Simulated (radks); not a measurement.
**Ionising thallium step by step, Tl²¹⁺ to Tl⁴¹⁺**

An exercise on one series of results from a longer session: the logs are not shown, and one member is left open.

Program: radks (a radial shooting solver on a logarithmic mesh, Libxc functionals) version 1. Level of theory: scalar-relativistic Kohn-Sham, LDA (Slater exchange, VWN5 correlation), spin-polarised, spherical densities, finite nucleus; open shells are filled with parallel spins first. These are calculated values, not measurements, unless marked.

### What is computed

```
element             : thallium (Z = 81)
charges             : 21 to 41
first configuration : [Kr] 4d10 4f13 5s1
last configuration  : [Kr] 4d4
```

Outer shells as boxes (Hund's rule):

Tl²¹⁺
```
[Kr] core
4d [↑↓][↑↓][↑↓][↑↓][↑↓]
4f [↑↓][↑↓][↑↓][↑↓][↑↓][↑↓][↑ ]
5s [↑ ]
```

Tl⁴¹⁺
```
[Kr] core
4d [↑ ][↑ ][↑ ][↑ ][  ]
```

Set-up of the first run:

Settings of this run:

```text
Z 81
configuration [Kr] 4d10 4f13 5s1
relativity scalar-relativistic
functional lda,vwn5
spin polarised
nucleus finite rms 5.4759 fm
c 137.035999084
```

Steps of the session up to this table: Tl²¹⁺, [Kr] 4d10 4f13 5s1.

One of the session's tables, all rows but one given; the rest of the session is left out.

It belongs to the step «Tl²¹⁺, [Kr] 4d10 4f13 5s1». From the orbitals of this run (lengths in bohr):

| level | <r> | outermost maximum (interpolated) | 90 % within | nodes |
| --- | --- | --- | --- | --- |
| 4p up | 0.4128 | 0.387 | 0.597 | 2 |
| 4p down | 0.4127 | 0.387 | 0.596 | 2 |
| 4d up | 0.4302 | 0.392 | 0.637 | 1 |
| 4d down | 0.4300 | 0.392 | 0.637 | 1 |
| 4f up | 0.4370 | 0.349 | 0.681 | 0 |
| 4f down | ? | ? | ? | ? |
| 5s up | 0.7785 | 0.758 | 1.09 | 4 |
| 5s down | 0.7782 | 0.758 | 1.09 | 4 |

Q: Estimate the row for 4f down from the others.

**Answer.** <r>: 0.4365; outermost maximum (interpolated): 0.349; 90 % within: 0.680; nodes: 0. In the column «<r>» it lies between 4d up (0.4302) and 4f up (0.4370).

Caveats from the session: Open shells are spherical and high-spin; term and fine-structure splittings are not resolved.
